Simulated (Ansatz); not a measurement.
**YSi2Ni2: Fermi surface or band edges**

Is YSi2Ni2 a metal, and what do its states look like over the zone? Levels and slopes are computed on a dense mesh; the geometry is as given.

Method: DFT r2SCAN, scalar-relativistic, plane waves, PAW; levels and slopes on a dense k mesh at the converged density, in Ansatz 0.2.0.

## 1. Starting point

The structure is tetragonal, space group I4/mmm (No. 139). Conventional cell: a = 3.959 Å, b = 3.959 Å, c = 9.550 Å, α = 90.00°, β = 90.00°, γ = 90.00°. Y (site symmetry 4/mmm) is surrounded by 8 Si at 3.06 Å and 8 Ni at 3.10 Å. Around Si (site symmetry 4mm) lie 4 Ni at 2.29 Å and 1 Si at 2.48 Å and 4 Y at 3.06 Å. Ni (site symmetry -4m2) is surrounded by 4 Si at 2.29 Å.

As a file:

```cif
data_structure
_symmetry_space_group_name_H-M 'I4/mmm'
_symmetry_Int_Tables_number 139
_cell_length_a 3.9590
_cell_length_b 3.9590
_cell_length_c 9.5500
_cell_angle_alpha 90.000
_cell_angle_beta 90.000
_cell_angle_gamma 90.000
_cell_volume 149.68
loop_
_atom_site_label
_atom_site_type_symbol
_atom_site_symmetry_multiplicity
_atom_site_Wyckoff_symbol
_atom_site_fract_x
_atom_site_fract_y
_atom_site_fract_z
_atom_site_occupancy
Y1 Y 2 a 0.00000 0.00000 0.00000 1
Si1 Si 4 e 0.00000 0.00000 0.37000 1
Ni1 Ni 4 d 0.00000 0.50000 0.25000 1
```

The structure comes from the Crystallography Open Database and is not relaxed.

## 2. The run

File input.yaml:

```yaml
crystal:
  lattice:
    - [-1.9795, 1.9795, 4.775]
    - [1.9795, -1.9795, 4.775]
    - [1.9795, 1.9795, -4.775]
  atoms:
    - { symbol: "Y", position: [0.0, 0.0, 0.0] }
    - { symbol: Si, position: [0.37, 0.37, 0.0] }
    - { symbol: Si, position: [0.63, 0.63, 0.0] }
    - { symbol: Ni, position: [0.75, 0.25, 0.5], spin: 2.0 }
    - { symbol: Ni, position: [0.25, 0.75, 0.5], spin: 2.0 }
basis:
  ecutwfc: 500
kpoints:
  mp_grid: { grid: [14, 14, 14] }
hamiltonian:
  xc: r2scan
  pseudopotentials: { kind: paw }
scf:
  occupations: { method: gaussian, width: 0.05 }
output:
  forces: true
  eigenvalues: true
  eigenstates:
    nscf_kmesh: { grid: [24, 24, 24] }
    top_band: c6
    de_dk: true
    localisation: true
  stress: true
  populations: true
checkpoint:
  write: ck
  compress: false
  write_wavefunctions: false
  write_every: 100000
magnetization:
  spin_polarized: true
```

Launch:

```console
$ ansatz run input.yaml --threads 2 --pin off --max-ram 5120MiB --backend cpu --events-out ev --progress --plain --runs-dir out
```

Before running it: what results should come out? Wanted: bands with resolved sheets at the Fermi level; density of states at the Fermi level; intraband plasma frequencies, principal values in rising order.

As calculated:

| quantity | value |
| --- | --- |
| bands with resolved sheets at the Fermi level | 6 |
| density of states at the Fermi level | 2.9 states/eV per cell |
| intraband plasma frequencies, principal values in rising order | 4.5, 4.5 and 5.6 eV |

Six bands cross the Fermi level with sheets large enough to resolve; this is a three-dimensional metal. Spin-up band 28 adds most to the density of states (0.85 states/eV), with a mean Fermi speed of 4.2 × 10⁵ m/s.
